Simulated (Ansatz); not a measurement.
# CH3BN2: the cost of one run

Computed with Ansatz 0.2.0, Gaussian basis. Level: the settings change from run to run.

### Step 1. The molecule

The geometry comes from an earlier relaxation with PBE0-D4 in a triple-zeta def2 set; it is a stationary point, not always the lowest conformer.

SMILES `NB1C=N1`, 7 atoms, charge 0, spin multiplicity 1.

Atoms are counted from 1 here; the program's logs count them from 0.

Bond lengths: N1–B2 1.383 Å, N1–H5 1.005 Å, N1–H6 1.004 Å, B2–C3 1.451 Å, B2–N4 1.446 Å, C3–N4 1.295 Å, C3–H7 1.087 Å. Angles: B2–N1–H5 122.3°, B2–N1–H6 123.2°, H5–N1–H6 114.5°, N1–B2–C3 162.1°, N1–B2–N4 144.7°, C3–B2–N4 53.1°, B2–C3–N4 63.2°, B2–C3–H7 166.8°, N4–C3–H7 130.0°, B2–N4–C3 63.6°.

### Step 2. B3LYP/ANO-RCC-VTZP

Set apart from the defaults: high accuracy.

in.yaml

```yaml
crystal:
  periodic: [false, false, false]
  atoms:
    - {symbol: N, position_ang: [-0.734866, 1.091842, 0.109685]}
    - {symbol: B, position_ang: [-0.038021, -0.093624, -0.037374]}
    - {symbol: C, position_ang: [1.031636, -1.074089, -0.054021]}
    - {symbol: N, position_ang: [-0.144037, -1.487572, -0.407243]}
    - {symbol: H, position_ang: [-1.718994, 1.164105, -0.081733]}
    - {symbol: H, position_ang: [-0.306847, 1.947033, 0.413843]}
    - {symbol: H, position_ang: [1.972331, -1.615696, 0.011243]}
basis:
  gaussian: {orbitals: ANO-RCC-VTZP}
hamiltonian: {xc: {name: B3LYP}}
accuracy: high
```

Launch:

```console
> ansatz run in.yaml --threads 2 --pin off --events-out ev --progress --plain --max-ram 4352MiB
```

Q: Estimate wall time and peak memory on 2 threads of Arm Neoverse V1, shared host.

About 53 s, with a peak of 0.73 GiB.
